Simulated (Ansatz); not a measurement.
Working through a ladder of methods at one geometry of C₃H₅NSn, SMILES C#[C][SnH2][N]=C

Program: Ansatz 0.2.0, Python API.

Typed at the interpreter:
```pycon
>>> from pathlib import Path
>>> import warnings
>>> import ansatz as az
>>> import numpy as np
>>> warnings.simplefilter("ignore", az.DeckWarning)
>>> mol = (
...     az.Crystal.molecule()
...     .atom("C", (-2.1803, -0.0458, 1.6717))
...     .atom("C", (-1.2695, -0.4241, 1.0687))
...     .atom("Sn", (0.3739, -1.1476, 0.0298))
...     .atom("N", (1.7081, 0.4269, -0.4526))
...     .atom("C", (1.2162, 1.371, -1.203))
...     .atom("H", (-3.0745, 0.3841, 2.1769))
...     .atom("H", (-0.0889, -1.9571, -1.4136))
...     .atom("H", (1.3142, -2.2583, 1.0573))
...     .atom("H", (0.201, 1.4019, -1.5222))
...     .atom("H", (1.8828, 2.1979, -1.4101))
... )
>>> model = mol.calculation().basis(gaussian="def2-SVP")
>>> print("functional    E (Ha)        dipole (D)   HOMO (eV)  LUMO (eV)")
functional    E (Ha)        dipole (D)   HOMO (eV)  LUMO (eV)
>>> for name in ["b3lyp", "lda", "lc_wpbe", "revpbe", "hse06", "blyp"]:
...     report = model.functional(name).forces().orbitals().run(threads=1, runs_dir="runs").report
...     lines = Path(report["orbitals_path"]).read_text().splitlines()
...     field_of = lambda key: [line.split("=")[1].strip() for line in lines if line.startswith(key)]
...     orbitals = [(27.211386 * float(e), s, float(n)) for e, s, n in zip(field_of("Ene="), field_of("Spin="), field_of("Occup="))]
...     homo = max(e for e, _, n in orbitals if n > 0.5)
...     lumo = min(e for e, _, n in orbitals if n < 0.5)
...     dipole = 4.803205 * np.linalg.norm(report["charge_distribution"]["dipole_moment_e_ang"])
...     print(f"{name:10s} {report['free_energy_ev'] / 27.211386246:14.6f} {dipole:9.3f} {homo:11.3f} {lumo:10.3f}")
...
b3lyp         -386.175507     1.962      -6.571     -0.988
lda           -384.205639     1.852      -5.573     -2.127
lc_wpbe       -386.007700     2.135      -9.473      1.712
revpbe        -386.099960     1.859      -5.444     -1.823
hse06         -385.881523     2.018      -6.428     -1.164
blyp          -385.977830     1.825      -5.332     -1.728
```

Reading the output:
- Total energies depend on the basis set; only differences at equal settings carry meaning.
- The geometry is a force-field or estimated start, not a minimum of this method, and the basis set is short of its limit. A lower total doesn't mark the better method: functionals have no common bound, and MP2 and coupled cluster aren't variational.
- def2 sets replace the cores of elements past krypton by effective core potentials.
- b3lyp holds the VWN-RPA fit, as in Gaussian; the form of ORCA and Turbomole is b3lyp5.
- Levels such as HOMO and LUMO are orbital energies: with these approximate functionals they aren't the ionisation energy and electron affinity, and their gap isn't the fundamental gap.
- hse06 follows the composition of plane-wave codes, whose totals differ by tens of mHa, up to about 0.1 Ha, from the form usual in Gaussian-basis programs (wpbeh).
- Wall time of the script: 26 s on 1 thread of Arm Neoverse V1, on a shared host, peak memory 0.31 GiB.
